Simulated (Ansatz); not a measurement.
# Y: the cost of one run

Program: Ansatz 0.2.0. Level of theory: DFT LDA, scalar-relativistic, plane waves, PAW. These are calculated values, not measurements.

This is Y in the fcc structure; at room conditions it is hcp.

### 1 The starting structure

Symmetry: Fm-3m, No. 225, cubic system. Conventional cell: a = 4.970 Å, b = 4.970 Å, c = 4.970 Å, α = 90.00°, β = 90.00°, γ = 90.00°. Around Y (site symmetry m-3m) lie 12 Y at 3.51 Å.

Structure file:

```
Y
1.0
     0.00000    2.48500    2.48500
     2.48500    0.00000    2.48500
     2.48500    2.48500    0.00000
Y
1
Direct
  0.00000 0.00000 0.00000
```

No relaxation comes first: the listed cell is the starting point.

### 2 Zero of the scan

Input file input.yaml:

```yaml
crystal:
  lattice:
    - [0.0, 2.485, 2.485]
    - [2.485, 0.0, 2.485]
    - [2.485, 2.485, 0.0]
  atoms:
    - { symbol: "Y", position: [0.0, 0.0, 0.0] }
basis:
  ecutwfc: 420
kpoints:
  mp_grid: { grid: [18, 18, 18] }
hamiltonian:
  xc: lda
scf:
  occupations: { method: gaussian, width: 0.15 }
output:
  forces: true
  stress: true
  eigenvalues: true
```

Q: Estimate wall time and peak memory on 1 thread of an Arm CPU, shared host.

About 4.9 s, with a peak of 0.38 GiB.
